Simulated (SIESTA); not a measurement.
The system is Ti3Ag.

```xyz
4
Lattice="4.0988 0.0000 0.0000 0.0000 4.0988 0.0000 0.0000 0.0000 4.0988" Properties=species:S:1:pos:R:3 pbc="T T T"
Ag    0.0000    0.0000    0.0000
Ti    0.0000    2.0494    2.0494
Ti    2.0494    0.0000    2.0494
Ti    2.0494    2.0494    0.0000
```

The cell comes from a database or a generator and needn't be the stable form of this composition.

```yaml
Program: SIESTA 5.4.2
Task: single point
Functional: PBEsol
Potentials_or_basis: PseudoDojo 0.4 standard (PBEsol files)
Basis: DZP (energy shift 0.003 Ry; two zetas on semicore shells)
Grid_cutoff: 800 Ry
Energy_shift: 0.003 Ry
k_mesh: 7 × 7 × 7
Occupations: fermi-dirac, width 0.05 eV
Spin: no spin polarisation
```

On this cell: pressure -5.2 GPa; largest force zero by symmetry; band gap on the k mesh none (metal or under the smearing width).

The same run follows on a disturbed copy (atoms moved at random, drawn with an rms of 0.05 Å):

```
Ag Ti
1.0
     4.09881    0.00000    0.00000
     0.00000    4.09881    0.00000
     0.00000    0.00000    4.09881
Ag Ti
1 3
Direct
  0.99348 0.00077 0.00346
  0.01277 0.50702 0.49702
  0.50811 0.00362 0.49518
  0.48828 0.49063 0.99625
```

What does the disturbed cell give?

The energy (extrapolated to zero smearing) moves by +7.3 meV/atom; pressure -5.0 GPa; largest force 0.380 eV/Å; band gap on the k mesh none (metal or under the smearing width).

Forces on the atoms (eV/Å):
```
Ag   0.134 -0.045 -0.195
Ti  -0.342 -0.081  0.077
Ti  -0.088 -0.111  0.115
Ti   0.297  0.238  0.004
```

Stress tensor (GPa, compression positive):
```
-4.97 -0.07  0.00
-0.07 -5.06 -0.05
 0.00 -0.05 -4.86
```

Caveats: short orbitals over semicore shells can move pressures by several GPa; the basis of atomic orbitals isn't converged, which shifts pressures, moduli and gaps.
